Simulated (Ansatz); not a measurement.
# Ta4H: the cost of one run

Computed with Ansatz 0.2.0 (DFT PBE, scalar-relativistic, plane waves, PAW, unless a step's input says otherwise).

### 1 The system as given

The structure is trigonal, space group P-3m1 (No. 164). Conventional cell: a = 2.886 Å, b = 2.886 Å, c = 9.281 Å, α = 90.00°, β = 90.00°, γ = 120.00°. Ta (site symmetry 3m) is surrounded by 3 H at 2.08 Å. Ta (site symmetry 3m) is surrounded by 12 Ta at 2.80 to 2.89 Å. H (site symmetry -3m) has 6 Ta at 2.08 Å in its first shell of neighbours.

Coordinates:

```
CELL_PARAMETERS angstrom
2.88641 0.00000 0.00000
-1.44320 2.49970 0.00000
0.00000 0.00000 9.28120
ATOMIC_POSITIONS crystal
Ta 0.33333 0.66667 0.86586
Ta 0.33333 0.66667 0.37680
Ta 0.66667 0.33333 0.13414
Ta 0.66667 0.33333 0.62320
H 0.00000 0.00000 0.00000
```

The cell is invented: species swapped into a database cell of Co4H (P-3m1, No. 164), with Ta on the Co sites. Its size is a rough estimate.

### 2 A first look at the guess

input.yaml reads:

```yaml
crystal:
  lattice:
    - [2.88640948, 0.0, 0.0]
    - [-1.44320474, 2.49970393, 0.0]
    - [0.0, 0.0, 9.28119594]
  atoms:
    - { symbol: Ta, position: [0.33333333, 0.66666667, 0.86585528] }
    - { symbol: Ta, position: [0.33333333, 0.66666667, 0.37679535] }
    - { symbol: Ta, position: [0.66666667, 0.33333333, 0.13414472] }
    - { symbol: Ta, position: [0.66666667, 0.33333333, 0.62320465] }
    - { symbol: H, position: [0.0, 0.0, 0.0] }
basis:
  ecutwfc: 420
kpoints:
  mp_grid: { grid: [6, 6, 2] }
hamiltonian:
  xc: pbe
scf:
  occupations: { method: gaussian, width: 0.1 }
  lower_state_search: "off"
output:
  forces: true
  stress: true
  eigenvalues: true
```

Launch:

```sh
> ansatz run input.yaml --threads 1 --pin off --max-ram 2560MiB --backend cpu --events-out ev --progress --plain --runs-dir out
```

What time and memory should one allow on 1 thread of Arm Neoverse V1, shared host?

About 1.8 s, with a peak of 0.3 GiB.
